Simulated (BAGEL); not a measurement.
# GaH5Se (SMILES [GaH3-][SeH2+]) at PBE0/cc-pVDZ (density fitting with qzvpp-jkfit)

Aim: the energy change on altering one bond length of GaH5Se at PBE0/cc-pVDZ (density fitting with qzvpp-jkfit), from 2 runs. 

The calculation is run with BAGEL 1.2.2.

## 1. The system as given

GaH5Se has 7 atoms, charge 0, and is taken as a singlet. SMILES: `[GaH3-][SeH2+]`. Geometry: relaxed at PBE0-D4/def2-TZVP.

Bond lengths: Ga1–Se2 2.713 Å, Ga1–H3 1.575 Å, Ga1–H4 1.575 Å, Ga1–H5 1.574 Å, Se2–H6 1.469 Å, Se2–H7 1.469 Å. Angles: Ga1–Se2–H6 97.0°, Ga1–Se2–H7 97.0°, Se2–Ga1–H3 94.5°, Se2–Ga1–H4 94.5°, Se2–Ga1–H5 98.0°, H6–Se2–H7 91.5°, H3–Ga1–H4 118.9°, H3–Ga1–H5 119.1°, H4–Ga1–H5 119.1°.

## 2. A single-point energy at PBE0/cc-pVDZ (density fitting with qzvpp-jkfit)

The input, job.json:

```json
{ "bagel" : [

{
  "title" : "molecule",
  "basis" : "cc-pvdz.json",
  "df_basis" : "qzvpp-jkfit",
  "angstrom" : true,
  "geometry" : [
    { "atom" : "Ga", "xyz" : [      -0.804600,      -0.664900,      -0.554200 ] },
    { "atom" : "Se", "xyz" : [       0.775800,       0.591800,       1.257700 ] },
    { "atom" : "H", "xyz" : [      -0.367400,      -2.113200,      -0.115900 ] },
    { "atom" : "H", "xyz" : [      -2.145600,      -0.068500,       0.017400 ] },
    { "atom" : "H", "xyz" : [      -0.183400,      -0.039700,      -1.858700 ] },
    { "atom" : "H", "xyz" : [       2.053400,       0.356300,       0.572900 ] },
    { "atom" : "H", "xyz" : [       0.671800,       1.938300,       0.680800 ] }
  ]
},

{ "title" : "ks", "xc_func" : "pbe0" },

{ "title" : "print", "file" : "orbitals.molden", "orbitals" : true }

]}
```

The basis set cc-pVDZ is read from a file made from the Basis Set Exchange's data (not shown).

The run is started by

```bash
BAGEL_NUM_THREADS=1 BAGEL job.json > job.out
```

Standard output:

```text
* using 1 threads per process

  ===============================================================
  ===============================================================

  *** Geometry ***

  { "atom" : "Ga", "xyz" : [     -1.520474,     -1.256479,     -1.047286 ] },
  { "atom" : "Se", "xyz" : [      1.466050,      1.118340,      2.376709 ] },
  { "atom" : "H", "xyz" : [     -0.694285,     -3.993369,     -0.219019 ] },
  { "atom" : "H", "xyz" : [     -4.054596,     -0.129446,      0.032881 ] },
  { "atom" : "H", "xyz" : [     -0.346576,     -0.075022,     -3.512434 ] },
  { "atom" : "H", "xyz" : [      3.880364,      0.673309,      1.082624 ] },
  { "atom" : "H", "xyz" : [      1.269518,      3.662856,      1.286526 ] },

  Number of auxiliary basis functions:      622

  Since a DF basis is specified, we compute 2- and 3-index integrals:
    o Being stored without compression. Storage requirement is 0.031 GB

  Number of basis functions:       79
  Number of electrons      :       70

    * METHOD: MOLECULE                             0.42

  *** Kohn-Sham DFT ***

    * Removing 10650 points whose weight is below 1.00e-10
    * Grid points: 93692

  === Nuclear Repulsion ===
   289.6989545571

       - DIIS with orbital gradients will be used.

  === KS iteration (pbe0 / cc-pvdz.json) ===
      0      -4310.84282525          0.06339345           0.45
      1      -4186.30343929          0.19838465           0.42
      2      -4083.27346853          0.17101962           0.42
      3      -4307.78070269          0.07038448           0.42
      4      -4221.38007247          0.09851840           0.41
      5      -4322.05378906          0.06125352           0.41
      6      -4328.42545420          0.01948129           0.42
      7      -4328.57046077          0.01685087           0.42
      8      -4328.77267817          0.00204129           0.42
      9      -4328.77540724          0.00065495           0.42
     10      -4328.77566638          0.00009141           0.43
     11      -4328.77567257          0.00001385           0.43
     12      -4328.77567273          0.00000371           0.42
     13      -4328.77567274          0.00000104           0.42
     14      -4328.77567275          0.00000018           0.43
     15      -4328.77567275          0.00000008           0.43
     16      -4328.77567275          0.00000002           0.44
     17      -4328.77567275          0.00000000           0.44
    * SCF iteration converged.

    * Permanent dipole moment:
           (   -0.955409,    -0.797967,    -0.534316) a.u.

    * METHOD: KS                                   8.16

    * METHOD: PRINT                                0.02

  ===============================================================
```

Run time: 9 s. Hardware: 1 thread of Arm Neoverse V1, shared host; peak memory 0.42 GiB.

## 3. The distorted shape, same level

The input, job.json:

```json
{ "bagel": [

{
  "title": "molecule",
  "basis": "cc-pvdz.json",
  "df_basis": "qzvpp-jkfit",
  "angstrom": true,
  "geometry": [
    { "atom": "Ga", "xyz": [      -0.752597,      -1.338194,      -0.265731 ] },
    { "atom": "Se", "xyz": [       0.827803,      -0.081494,       1.546169 ] },
    { "atom": "H", "xyz": [      -0.315397,      -2.786494,       0.172569 ] },
    { "atom": "H", "xyz": [      -2.093597,      -0.741794,       0.305869 ] },
    { "atom": "H", "xyz": [      -0.131397,      -0.712994,      -1.570231 ] },
    { "atom": "H", "xyz": [       2.105403,      -0.316994,       0.861369 ] },
    { "atom": "H", "xyz": [       0.671800,       1.938300,       0.680800 ] }
  ]
},

{ "title": "ks", "xc_func": "pbe0" },

{ "title": "print", "file": "orbitals.molden", "orbitals": true }

]}
```

The basis set cc-pVDZ is read from a file made from the Basis Set Exchange's data (not shown).

The run is started by

```bash
BAGEL_NUM_THREADS=1 BAGEL job.json > job.out
```

Standard output:

```text
* using 1 threads per process

  ===============================================================
  ===============================================================

  *** Geometry ***

  { "atom" : "Ga", "xyz" : [     -1.422202,     -2.528820,     -0.502159 ] },
  { "atom" : "Se", "xyz" : [      1.564321,     -0.154001,      2.921836 ] },
  { "atom" : "H", "xyz" : [     -0.596014,     -5.265711,      0.326108 ] },
  { "atom" : "H", "xyz" : [     -3.956325,     -1.401788,      0.578009 ] },
  { "atom" : "H", "xyz" : [     -0.248304,     -1.347363,     -2.967307 ] },
  { "atom" : "H", "xyz" : [      3.978635,     -0.599032,      1.627752 ] },
  { "atom" : "H", "xyz" : [      1.269518,      3.662856,      1.286526 ] },

  Number of auxiliary basis functions:      622

  Since a DF basis is specified, we compute 2- and 3-index integrals:
    o Being stored without compression. Storage requirement is 0.031 GB

  Number of basis functions:       79
  Number of electrons      :       70

    * METHOD: MOLECULE                             0.42

  *** Kohn-Sham DFT ***

    * Removing 10190 points whose weight is below 1.00e-10
    * Grid points: 94152

  === Nuclear Repulsion ===
   284.8930633837

       - DIIS with orbital gradients will be used.

  === KS iteration (pbe0 / cc-pvdz.json) ===
      0      -4313.22417980          0.06954277           0.44
      1      -4201.32705363          0.19134066           0.43
      2      -4214.17433853          0.12717499           0.42
      3      -4308.89237362          0.06630885           0.41
      4      -4317.32850698          0.05571652           0.41
      5      -4328.25694706          0.02323128           0.42
      6      -4328.07269982          0.02797493           0.41
      7      -4327.95807730          0.02904303           0.41
      8      -4328.50479242          0.01446101           0.41
      9      -4328.61065466          0.00982252           0.41
     10      -4328.68957979          0.00260549           0.41
     11      -4328.69451809          0.00051242           0.42
     12      -4328.69469347          0.00021057           0.41
     13      -4328.69472640          0.00003082           0.40
     14      -4328.69472704          0.00001060           0.41
     15      -4328.69472712          0.00000153           0.40
     16      -4328.69472712          0.00000048           0.41
     17      -4328.69472712          0.00000021           0.41
     18      -4328.69472712          0.00000016           0.41
     19      -4328.69472712          0.00000002           0.41
     20      -4328.69472712          0.00000001           0.41
    * SCF iteration converged.

    * Permanent dipole moment:
           (   -0.933453,    -0.741772,    -0.495358) a.u.

    * METHOD: KS                                   9.16

    * METHOD: PRINT                                0.02

  ===============================================================
```

Run time: 9.9 s. Hardware: 1 thread of Arm Neoverse V1, shared host; peak memory 0.42 GiB.

## 4. Results

At PBE0/cc-pVDZ (density fitting with qzvpp-jkfit):

| quantity | value |
| --- | --- |
| first shape: total energy | -4328.77567 Eh |
| first shape: dipole moment | 3.44 D |
| first shape: HOMO energy | -7.81 eV |
| first shape: LUMO energy | -0.61 eV |
| first shape: HOMO–LUMO gap | 7.21 eV |
| distorted shape: total energy | -4328.69473 Eh |
| distorted shape: dipole moment | 3.28 D |
| distorted shape: HOMO energy | -7.81 eV |
| distorted shape: LUMO energy | -4.13 eV |
| distorted shape: HOMO–LUMO gap | 3.68 eV |
| energy change with the Se2–H7 bond stretched from 1.469 to 2.203 Å | 2.203 eV |

In words: One bond (distorted shape) is far stretched, which a spin-restricted single reference describes badly; a broken-symmetry solution may lie lower. With the Se2–H7 bond stretched from 1.469 to 2.203 Å the energy rises by 2.20 eV (213 kJ/mol). The first shape isn't relaxed at this level, so the change isn't measured from a minimum. A restricted reference can't describe the breaking bond well at this length.
